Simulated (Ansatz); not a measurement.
# AlGeH6 (doublet): wB97M-V, B2PLYP, RPA-PBE over a scan of the distance Al1–H4 along a hydrogen transfer, cc-pVDZ

The task here is to estimate one member of a computed series from the others.

The runs use Ansatz 0.2.0, Gaussian basis; cc-pVDZ, all electrons in the functionals, frozen cores in the correlation of double hybrids and RPA.

To be run: wB97M-V, B2PLYP, RPA-PBE, at 1.586 Å; 1.707 Å; 1.949 Å; 2.191 Å; 2.433 Å.

## What is computed

The geometry derives from fragments relaxed apart (PBE0/def2-TZVP) and kept rigid, so it is no stationary point. A hydrogen atom is moved between rigid fragments. No spin-orbit coupling is included. The filled d shell of Ge may be among the frozen orbitals whatever the setting's name suggests; the logs give the count.

8 atoms, charge 0, spin multiplicity 2.

Atoms are counted from 1 here; the program's logs count them from 0.

Bond lengths: Al1–H2 1.586 Å, Al1–H3 1.586 Å, Al1–H4 1.586 Å, Ge5–H6 1.539 Å, Ge5–H7 1.539 Å, Ge5–H8 1.539 Å. Angles: H2–Al1–H3 120.0°, H2–Al1–H4 120.0°, H3–Al1–H4 120.0°, H6–Ge5–H7 111.2°, H6–Ge5–H8 111.2°, H7–Ge5–H8 111.2°.

No dispersion term is added; wB97M-V holds VV10 nonlocal correlation.

The geometry shown and the zero of energy belong to the point 1.586 Å. The yardstick, UCCSDT(Q), and other wave-function levels (R restricted, U unrestricted, valence and pair active spaces) come from earlier runs.

The first run:

in.yaml

```yaml
crystal:
  periodic: [false, false, false]
  atoms:
    - {symbol: Al, position_ang: [-2.851095, 0.000000, -0.000001]}
    - {symbol: H, position_ang: [-3.644019, 1.373384, -0.000002]}
    - {symbol: H, position_ang: [-3.644019, -1.373384, -0.000002]}
    - {symbol: H, position_ang: [-1.265248, 0.000000, -0.000001]}
    - {symbol: Ge, position_ang: [1.111905, 0.000000, 0.000001]}
    - {symbol: H, position_ang: [1.580572, -1.465915, 0.000001]}
    - {symbol: H, position_ang: [1.580574, 0.732957, -1.269519]}
    - {symbol: H, position_ang: [1.580573, 0.732957, 1.269520]}
basis:
  gaussian: {orbitals: cc-pVDZ}
magnetization: {spin_polarized: true, initial_magnetization: 1}
hamiltonian: {xc: {name: wB97M-V}}
output: {forces: true, orbitals: {seedname: orbitals}}
```

On the command line:

```sh
$ ansatz run in.yaml --threads 1 --pin off --events-out ev --progress --plain --max-ram 2816MiB --backend cpu
```

Among the steps run: wB97M-V, 1.586 Å; wB97M-V, 1.707 Å; wB97M-V, 1.949 Å; wB97M-V, 2.191 Å; wB97M-V, 2.433 Å; B2PLYP, 1.586 Å; B2PLYP, 1.707 Å; B2PLYP, 1.949 Å; B2PLYP, 2.191 Å; B2PLYP, 2.433 Å; RPA-PBE, 1.586 Å; RPA-PBE, 1.707 Å; RPA-PBE, 1.949 Å; RPA-PBE, 2.191 Å; RPA-PBE, 2.433 Å.

One of the session's tables, all rows but one given; the rest of the session is left out.

```
    level  1.707 Å  1.949 Å  2.191 Å  2.433 Å
UCCSDT(Q)      1.6      6.7      3.6     -1.2
  wB97M-V      1.3      6.6      4.4      0.4
   B2PLYP        ?        ?        ?        ?
  RPA-PBE      1.5      5.8      2.3     -2.5
```

**Question.** Estimate the row for B2PLYP.

As computed: 1.707 Å: 1.1; 1.949 Å: 5.5; 2.191 Å: 2.8; 2.433 Å: -1.2. In the column «1.707 Å» it is the lowest.

To keep in mind: Energies in kcal/mol, counted from 1.586 Å; blanks weren't run or aren't comparable.
